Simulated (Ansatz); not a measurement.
**CH₃BrClSi radical: how energies converge with the basis set**

How large a basis does CH₃BrClSi radical need? Two functionals are run in growing sets.

Computed with Ansatz 0.2.0, Gaussian basis. Level: one geometry, several basis sets.

Plan: PBE0-D4/def2-SVP; ωB97M-V/def2-SVP; PBE0-D4/def2-QZVPP; ωB97M-V/def2-QZVPP; the functionals' def2-TZVPP values are taken from earlier runs.

1 further run of the same task is left out (for a known fault of the program). Runs told in other sessions of the task aren't counted.

### Step 1. Structure used throughout

The geometry comes from an earlier relaxation with PBE0-D4 in a triple-zeta def2 set; it is a stationary point, not always the lowest conformer.

SMILES `C[Si](Cl)Br`, 7 atoms, charge 0, spin multiplicity 2.

Atoms are counted from 1 here; the program's logs count them from 0.

Bond lengths: C1–Si2 1.865 Å, C1–H5 1.091 Å, C1–H6 1.092 Å, C1–H7 1.093 Å, Si2–Cl3 2.058 Å, Si2–Br4 2.226 Å. Angles: Si2–C1–H5 110.1°, Si2–C1–H6 109.9°, Si2–C1–H7 109.4°, H5–C1–H6 109.3°, H5–C1–H7 109.1°, H6–C1–H7 109.1°, C1–Si2–Cl3 108.9°, C1–Si2–Br4 109.4°, Cl3–Si2–Br4 109.2°.

### Step 2. PBE0-D4 in def2-SVP

File in.yaml:

```yaml
crystal:
  periodic: [false, false, false]
  atoms:
    - {symbol: C, position_ang: [-0.113707, 0.871005, -0.079311]}
    - {symbol: Si, position_ang: [-0.332521, -0.897058, 0.471474]}
    - {symbol: Cl, position_ang: [1.376048, -1.511179, 1.440762]}
    - {symbol: Br, position_ang: [-0.669264, -2.190989, -1.308323]}
    - {symbol: H, position_ang: [-1.007627, 1.212959, -0.603589]}
    - {symbol: H, position_ang: [0.064175, 1.510521, 0.787398]}
    - {symbol: H, position_ang: [0.743995, 0.936843, -0.754011]}
basis:
  gaussian: {orbitals: def2-SVP}
magnetization: {spin_polarized: true, initial_magnetization: 1}
hamiltonian: {xc: pbe0, dispersion: d4}
output: {orbitals: {seedname: orbitals}}
```

On the command line:

```sh
> ansatz run in.yaml --threads 4 --pin off --events-out ev --progress --plain --max-ram 10444MiB
```

Further steps of the session: ωB97M-V in def2-SVP; PBE0-D4 in def2-QZVPP; ωB97M-V in def2-QZVPP.

Before running them: what should the planned runs give, taken together? Wanted: PBE0-D4: double and triple zeta above quadruple; ωB97M-V: double and triple zeta above quadruple.

**Answer**, as computed:

| quantity | value |
| --- | --- |
| PBE0-D4: double and triple zeta above quadruple | 19.02, 2.13 eV |
| ωB97M-V: double and triple zeta above quadruple | 18.92, 2.04 eV |

What this shows: For PBE0-D4 the step from double to triple zeta gains 16.89 eV and the next only 2.13 eV. These are total energies; as a rule much of such shifts cancels in differences, which this series doesn't test.
